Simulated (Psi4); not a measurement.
**C2H2ClSi (SMILES [C]#C[SiH2]Cl): UB3LYP/6-311+G(d,p), part 1 of 2**

What is the energy change on altering one bond length of C2H2ClSi at UB3LYP/6-311+G**? 

Program for the calculation: Psi4 1.11.

## 1. The system as given

C2H2ClSi: 6 atoms, total charge 0, spin state doublet. SMILES: `[C]#C[SiH2]Cl`. The shape is that of a PBE0-D4/def2-TZVP optimisation.

Bond lengths: C1–C2 1.212 Å, C2–Si3 1.820 Å, Si3–Cl4 2.045 Å, Si3–H5 1.477 Å, Si3–H6 1.477 Å. Angles: C1–C2–Si3 178.6°, C2–Si3–Cl4 109.3°, C2–Si3–H5 109.2°, C2–Si3–H6 109.2°, Cl4–Si3–H5 108.7°, Cl4–Si3–H6 108.7°, H5–Si3–H6 111.7°.

## 2. Energy and forces at UB3LYP/6-311+G(d,p)

c2h2clsi.dat

```
memory 1.6 GB

molecule system {
  0 2
  C      0.868400    -2.059200     1.138400
  C      0.473000    -1.050800     0.595000
  Si    -0.084700     0.485400    -0.206000
  Cl    -1.795500     0.115200    -1.263900
  H      0.959500     0.950800    -1.141600
  H     -0.378700     1.494700     0.831900
  symmetry c1
}

set basis 6-311+G**
set reference uks
set puream true
set e_convergence 1e-09
set d_convergence 1e-08
set scf_type pk
set dft_radial_points 99
set dft_spherical_points 590
set maxiter 200

E, wfn = gradient("b3lyp", return_wfn=True)
oeprop(wfn, "QUADRUPOLE", "MAYER_INDICES", "LOWDIN_CHARGES")
```

The run is started by

```sh
$ psi4 -i c2h2clsi.dat -o c2h2clsi.out -n 1
```

c2h2clsi.out:

```text
Psi4 1.11 release

gradient() will perform analytic gradient computation.

   => Loading Basis Set <=

    Name: 6-311+G**
    Role: ORBITAL
    Keyword: BASIS

         ---------------------------------------------------------
                                   SCF
                              UKS Reference
                        1 Threads,   1525 MiB Core
         ---------------------------------------------------------

  ==> Geometry <==

    Molecular point group: c1
    Full point group: C1

    Geometry (in Angstrom), charge = 0, multiplicity = 2:

       Center              X                  Y                   Z               Mass
    ------------   -----------------  -----------------  -----------------  -----------------
         C            1.413288681320    -1.865330004271     1.469686304880    12.000000000000
         C            1.017888681320    -0.856930004271     0.926286304880    12.000000000000
         SI           0.460188681320     0.679269995729     0.125286304880    27.976926534650
         CL          -1.250611318680     0.309069995729    -0.932613695120    34.968852682000
         H            1.504388681320     1.144669995729    -0.810313695120     1.007825032230
         H            0.166188681320     1.688569995729     1.163186304880     1.007825032230

  Running in c1 symmetry.

  Rotational constants: A =      0.40318  B =      0.08402  C =      0.07130 [cm^-1]
  Rotational constants: A =  12087.17873  B =   2518.90711  C =   2137.65689 [MHz]
  Nuclear repulsion =  166.882499206048323

  Charge       = 0
  Multiplicity = 2
  Electrons    = 45
  Nalpha       = 23
  Nbeta        = 22

  ==> Algorithm <==

  SCF Algorithm Type is PK.
  DIIS enabled.
  MOM disabled.
  Fractional occupation disabled.
  Guess Type is SAD.
  Energy threshold   = 1.00e-09
  Density threshold  = 1.00e-08
  Integral threshold = 1.00e-12

  ==> Primary Basis <==

  Basis Set: 6-311+G**
    Blend: 6-311+G**
    Number of shells: 56
    Number of basis functions: 116
    Number of Cartesian functions: 120
    Spherical Harmonics?: true
    Max angular momentum: 2

  ==> DFT Potential <==

   => LibXC <=

    Version 7.1.2

   => Composite Functional: B3LYP <=

    B3LYP Hyb-GGA Exchange-Correlation Functional

    Deriv               =              1
    GGA                 =           TRUE
    Meta                =          FALSE

    Exchange Hybrid     =           TRUE
    MP2 Hybrid          =          FALSE

   => Exchange Functionals <=

    0.0800   Slater exchange
    0.7200         Becke 88

   => Exact (HF) Exchange <=

    0.2000               HF

   => Correlation Functionals <=

    0.1900   Vosko, Wilk & Nusair (VWN5_RPA)
    0.8100   Lee, Yang & Parr

   => LibXC Density Thresholds  <==

    XC_HYB_GGA_XC_B3LYP:  1.00E-15

   => Molecular Quadrature <=

    Radial Scheme          =       TREUTLER
    Pruning Scheme         =           NONE
    Nuclear Scheme         =       TREUTLER

    Blocking Scheme        =         OCTREE
    BS radius alpha        =              1
    Pruning alpha          =              1
    Radial Points          =             99
    Spherical Points       =            590
    Total Points           =         338106
    Total Blocks           =           2499
    Max Points             =            256
    Max Functions          =            108
    Weights Tolerance      =       1.00E-15

  ==> Integral Setup <==

  Using in-core PK algorithm.
   Calculation information:
      Number of atoms:                   6
      Number of AO shells:              56
      Number of primitives:            101
      Number of atomic orbitals:       120
      Number of basis functions:       116

      Integral cutoff                 1.00e-12
      Number of threads:                 1

  Performing in-core PK
  Using 46056582 doubles for integral storage.
  We computed 1067466 shell quartets total.
  Whereas there are 1274406 unique shell quartets.

  ==> DiskJK: Disk-Based J/K Matrices <==

    J tasked:                  Yes
    K tasked:                  Yes
    wK tasked:                  No
    Memory [MiB]:             1029
    Schwarz Cutoff:          1E-12

  Cached 12.5% of DFT collocation blocks in 0.103 [GiB].

  Minimum eigenvalue in the overlap matrix is 1.7003452832E-05.
  Reciprocal condition number of the overlap matrix is 2.2303214353E-06.
    Using symmetric orthogonalization.

  ==> Pre-Iterations <==

  SCF Guess: Superposition of Atomic Densities via on-the-fly atomic UHF (no occupation information).

   -------------------------
    Irrep   Nso     Nmo
   -------------------------
     A        116     116
   -------------------------
    Total     116     116
   -------------------------

  ==> Iterations <==

                        Total Energy        Delta E     RMS |[F,P]|

   @UKS iter SAD:  -826.48744925971209   -8.26487e+02   0.00000e+00
   @UKS iter   1:  -826.41632125274680    7.11280e-02   7.60183e-03 DIIS/ADIIS
   @UKS iter   2:  -819.32104264848158    7.09528e+00   1.77620e-02 DIIS/ADIIS
   @UKS iter   3:  -826.88493322929241   -7.56389e+00   3.27417e-03 DIIS/ADIIS
   @UKS iter   4:  -826.72588932523695    1.59044e-01   5.83236e-03 DIIS/ADIIS
   @UKS iter   5:  -827.01970453216961   -2.93815e-01   1.46115e-03 DIIS/ADIIS
   @UKS iter   6:  -827.03281213135153   -1.31076e-02   1.03509e-03 DIIS/ADIIS
   @UKS iter   7:  -827.04266631793485   -9.85419e-03   4.14368e-04 DIIS/ADIIS
   @UKS iter   8:  -827.04391841532936   -1.25210e-03   2.39940e-04 DIIS/ADIIS
   @UKS iter   9:  -827.04453641929206   -6.18004e-04   3.67718e-05 DIIS
   @UKS iter  10:  -827.04456988247580   -3.34632e-05   1.52917e-05 DIIS
   @UKS iter  11:  -827.04457917748073   -9.29500e-06   6.83928e-06 DIIS
   @UKS iter  12:  -827.04458234333276   -3.16585e-06   2.43705e-06 DIIS
   @UKS iter  13:  -827.04458248295873   -1.39626e-07   1.14282e-06 DIIS
   @UKS iter  14:  -827.04458251465110   -3.16924e-08   4.02672e-07 DIIS
   @UKS iter  15:  -827.04458253075427   -1.61032e-08   3.50543e-07 DIIS
   @UKS iter  16:  -827.04458255336590   -2.26116e-08   2.46113e-07 DIIS
   @UKS iter  17:  -827.04458257237900   -1.90131e-08   5.20343e-08 DIIS
   @UKS iter  18:  -827.04458257288070   -5.01700e-10   2.64424e-08 DIIS
   @UKS iter  19:  -827.04458257292697   -4.62705e-11   1.73326e-08 DIIS
   @UKS iter  20:  -827.04458257296255   -3.55840e-11   1.27486e-08 DIIS
   @UKS iter  21:  -827.04458257300337   -4.08136e-11   8.47915e-09 DIIS
  Energy and wave function converged.

  ==> Post-Iterations <==

   Electrons on quadrature grid:
      Nalpha   =   22.9999996099 ; deviation = -3.901e-07
      Nbeta    =   21.9999996270 ; deviation = -3.730e-07
      Ntotal   =   44.9999992369 ; deviation = -7.631e-07

   @Spin Contamination Metric:   2.330047076E-02
   @S^2 Expected:                7.500000000E-01
   @S^2 Observed:                7.733004708E-01
   @S   Expected:                5.000000000E-01
   @S   Observed:                5.000000000E-01

    Orbital Energies [Eh]
    ---------------------

    Alpha Occupied:

       1A   -101.556601     2A    -66.166346     3A    -10.256598
       4A    -10.197085     5A     -9.472391     6A     -7.234601
       7A     -7.228301     8A     -7.228045     9A     -5.336805
[... 4 lines of this table left out ...]
      22A     -0.326867    23A     -0.321943

    Alpha Virtual:

      24A     -0.051534    25A     -0.031355    26A     -0.007263
      27A      0.014384    28A      0.017018    29A      0.034064
      30A      0.035671    31A      0.057225    32A      0.068188
[... 27 lines of this table left out ...]
     114A     26.203830   115A    141.095141   116A    215.655648

    Beta Occupied:

       1A   -101.556584     2A    -66.166177     3A    -10.235593
       4A    -10.196411     5A     -9.472377     6A     -7.234632
       7A     -7.228198     8A     -7.228038     9A     -5.336623
      10A     -3.696923    11A     -3.694314    12A     -3.692990
      13A     -0.847102    14A     -0.769566    15A     -0.589697
      16A     -0.452296    17A     -0.413380    18A     -0.408446
      19A     -0.343194    20A     -0.334421    21A     -0.314793
      22A     -0.310967

    Beta Virtual:

      23A     -0.210817    24A     -0.039103    25A     -0.014452
      26A     -0.006555    27A      0.015164    28A      0.020685
      29A      0.035869    30A      0.043504    31A      0.057840
[... 27 lines of this table left out ...]
     113A     25.882085   114A     26.203803   115A    141.095309
     116A    215.655662

    Final Occupation by Irrep:
              A
    DOCC [    22 ]
    SOCC [     1 ]
    NA   [    23 ]
    NB   [    22 ]

  @UKS Final Energy:  -827.04458257300337

   => Energetics <=

    Nuclear Repulsion Energy =            166.8824992060483225
    One-Electron Energy =               -1471.4148077838563040
    Two-Electron Energy =                 526.4347671715474917
    DFT Exchange-Correlation Energy =     -48.9470411667429275
    Empirical Dispersion Energy =           0.0000000000000000
    VV10 Nonlocal Energy =                  0.0000000000000000
    Total Energy =                       -827.0445825730033675

  UHF NO Occupations:
  HONO-2 :   21  A 1.9944319
  HONO-1 :   22  A 1.9943391
  HONO-0 :   23  A 1.0000000
  LUNO+0 :   24  A 0.0056609
  LUNO+1 :   25  A 0.0055681
  LUNO+2 :   26  A 0.0003468
  LUNO+3 :   27  A 0.0000994

Computation Completed

Properties will be evaluated at   0.000000,   0.000000,   0.000000 [a0]

Properties computed using the SCF density matrix

 Multipole Moments:

 ------------------------------------------------------------------------------------
     Multipole            Electronic (a.u.)      Nuclear  (a.u.)        Total (a.u.)
 ------------------------------------------------------------------------------------

 L = 1.  Multiply by 2.5417464519 to convert [e a0] to [Debye]
 Dipole X            :         -2.3238466            2.7209990            0.3971524
 Dipole Y            :         -2.1419881            2.3879521            0.2459640
 Dipole Z            :         -0.9853497            1.1872842            0.2019345
 Magnitude           :                                                    0.5089261

 ------------------------------------------------------------------------------------

	total time  =         48 seconds =       0.80 minutes

         ------------------------------------------------------------
                                   SCF GRAD
         ------------------------------------------------------------

  ==> Geometry <==

    Molecular point group: c1
    Full point group: C1

    Geometry (in Angstrom), charge = 0, multiplicity = 2:

       Center              X                  Y                   Z               Mass
    ------------   -----------------  -----------------  -----------------  -----------------
         C            1.413288681320    -1.865330004271     1.469686304880    12.000000000000
         C            1.017888681320    -0.856930004271     0.926286304880    12.000000000000
         SI           0.460188681320     0.679269995729     0.125286304880    27.976926534650
         CL          -1.250611318680     0.309069995729    -0.932613695120    34.968852682000
         H            1.504388681320     1.144669995729    -0.810313695120     1.007825032230
         H            0.166188681320     1.688569995729     1.163186304880     1.007825032230

  Nuclear repulsion =  166.882499206048323

  ==> Basis Set <==

  Basis Set: 6-311+G**
    Blend: 6-311+G**
    Number of shells: 56
    Number of basis functions: 116
    Number of Cartesian functions: 120
    Spherical Harmonics?: true
    Max angular momentum: 2

  ==> DirectJKGrad: Integral-Direct SCF Gradients <==

    Gradient:                    1
    J tasked:                  Yes
    K tasked:                  Yes
    wK tasked:                  No
    Integrals threads:           1
    Schwarz Cutoff:          1E-12

  ==> DFT Potential <==

   => LibXC <=

    Version 7.1.2

   => Composite Functional: B3LYP <=

    B3LYP Hyb-GGA Exchange-Correlation Functional

    Deriv               =              1
    GGA                 =           TRUE
    Meta                =          FALSE

    Exchange Hybrid     =           TRUE
    MP2 Hybrid          =          FALSE

   => Exchange Functionals <=

    0.0800   Slater exchange
    0.7200         Becke 88

   => Exact (HF) Exchange <=

    0.2000               HF

   => Correlation Functionals <=

    0.1900   Vosko, Wilk & Nusair (VWN5_RPA)
    0.8100   Lee, Yang & Parr

   => LibXC Density Thresholds  <==

    XC_HYB_GGA_XC_B3LYP:  1.00E-15

   => Molecular Quadrature <=

    Radial Scheme          =       TREUTLER
    Pruning Scheme         =           NONE
    Nuclear Scheme         =       TREUTLER

    Blocking Scheme        =         OCTREE
    BS radius alpha        =              1
    Pruning alpha          =              1
    Radial Points          =             99
    Spherical Points       =            590
    Total Points           =         338106
    Total Blocks           =           2499
    Max Points             =            256
    Max Functions          =            108
    Weights Tolerance      =       1.00E-15

  -Total Gradient:
     Atom            X                  Y                   Z
    ------   -----------------  -----------------  -----------------
       1       -0.002462466224     0.006095408364    -0.003339048017
       2        0.000997983331    -0.003209283741     0.001537739328
       3       -0.007559958120    -0.004609821902    -0.003841820713
       4        0.008368107199     0.001220187249     0.005335796762
       5        0.000535319509     0.000164364579    -0.000143923912
       6        0.000122496085     0.000348534021     0.000449547873

	total time  =         10 seconds =       0.17 minutes

Properties will be evaluated at   0.000000,   0.000000,   0.000000 [a0]
OEProp: No title given, name of density matrix used for the following properties is 'SCF alpha density'

 Multipole Moments:

 ------------------------------------------------------------------------------------
     Multipole            Electronic (a.u.)      Nuclear  (a.u.)        Total (a.u.)
 ------------------------------------------------------------------------------------

 L = 1.  Multiply by 2.5417464519 to convert [e a0] to [Debye]
 Dipole X            :         -2.3238466            2.7209990            0.3971524
 Dipole Y            :         -2.1419881            2.3879521            0.2459640
 Dipole Z            :         -0.9853497            1.1872842            0.2019345
 Magnitude           :                                                    0.5089261

 L = 2.  Multiply by 1.3450342976 to convert [e a0^2] to [Debye ang]
 Quadrupole XX       :       -207.8951871          178.7139954          -29.1811918
 Quadrupole XY       :         76.0171186          -75.8603491            0.1567695
 Quadrupole XZ       :       -135.0539860          134.7322540           -0.3217320
[... 5 lines of this table left out ...]
 Traceless ZZ        :         20.0690422          -20.6243573           -0.5553151

 ------------------------------------------------------------------------------------
  Lowdin Charges: (a.u.)
   Center  Symbol    Alpha    Beta     Spin     Total
       1     C     3.48319  2.44657  1.03662  0.07024
       2     C     3.17213  3.22718 -0.05506 -0.39931
       3    SI     6.70150  6.68145  0.02005  0.61704
       4    CL     8.57499  8.57249  0.00249 -0.14748
       5     H     0.53408  0.53616 -0.00208 -0.07024
       6     H     0.53412  0.53614 -0.00202 -0.07026

  Total alpha = 23.00000, Total beta = 22.00000, Total charge = -0.00000

  Mayer Bond Indices:

  Total Bond Index:
  Irrep: 1 Size: 6 x 6

                 1                   2                   3                   4                   5

    1     0.00000000000000     3.27007385354256     0.16102491997279    -0.07913254505838     0.03816545414676
    2     3.27007385354256     0.00000000000000     0.77638669845609     0.02225678165595    -0.03072740781021
    3     0.16102491997279     0.77638669845609     0.00000000000000     1.09726472165637     0.93127075483902
    4    -0.07913254505838     0.02225678165595     1.09726472165637     0.00000000000000    -0.00320176688885
    5     0.03816545414676    -0.03072740781021     0.93127075483902    -0.00320176688885     0.00000000000000
    6     0.03789760827483    -0.03060356652355     0.93138193001946    -0.00317513474798     0.00112750242273

                 6

    1     0.03789760827483
    2    -0.03060356652355
    3     0.93138193001946
    4    -0.00317513474798
    5     0.00112750242273
    6     0.00000000000000

  Alpha Contribution:
  Irrep: 1 Size: 6 x 6

                 1                   2                   3                   4                   5

    1     0.00000000000000     1.88932570832679     0.06747774914459    -0.02802293557788     0.01596593917845
    2     1.88932570832679     0.00000000000000     0.40508594716730     0.00083223011390    -0.01235522034265
    3     0.06747774914459     0.40508594716730     0.00000000000000     0.54483708767430     0.46631993605207
    4    -0.02802293557788     0.00083223011390     0.54483708767430     0.00000000000000    -0.00146547252055
    5     0.01596593917845    -0.01235522034265     0.46631993605207    -0.00146547252055     0.00000000000000
    6     0.01581836653989    -0.01230209180589     0.46638651547303    -0.00145140481470     0.00020998604065

                 6

    1     0.01581836653989
    2    -0.01230209180589
    3     0.46638651547303
    4    -0.00145140481470
    5     0.00020998604065
    6     0.00000000000000

  Beta Contribution:
  Irrep: 1 Size: 6 x 6

                 1                   2                   3                   4                   5

    1     0.00000000000000     1.38074814521577     0.09354717082820    -0.05110960948050     0.02219951496830
    2     1.38074814521577     0.00000000000000     0.37130075128880     0.02142455154205    -0.01837218746756
    3     0.09354717082820     0.37130075128880     0.00000000000000     0.55242763398206     0.46495081878695
    4    -0.05110960948050     0.02142455154205     0.55242763398206     0.00000000000000    -0.00173629436830
    5     0.02219951496830    -0.01837218746756     0.46495081878695    -0.00173629436830     0.00000000000000
    6     0.02207924173494    -0.01830147471767     0.46499541454643    -0.00172372993328     0.00091751638208

                 6

    1     0.02207924173494
    2    -0.01830147471767
    3     0.46499541454643
    4    -0.00172372993328
    5     0.00091751638208
    6     0.00000000000000

  Atomic Valences:

 #  #
 Irrep: 1
      1:    3.428029290878555
      2:    4.007386359320838
      3:    3.897329024943736
      4:    1.034012056617097
      5:    0.936634536709459
      6:    0.936628339445490

    Psi4 run time: 0:00:58.72
```

Run time: 60 s. Hardware: 1 thread of Intel Xeon Platinum 8124M at 3.00GHz (Skylake/Cascade Lake), shared host; peak memory 0.68 GiB.

(Continued in part 2 of 2.)
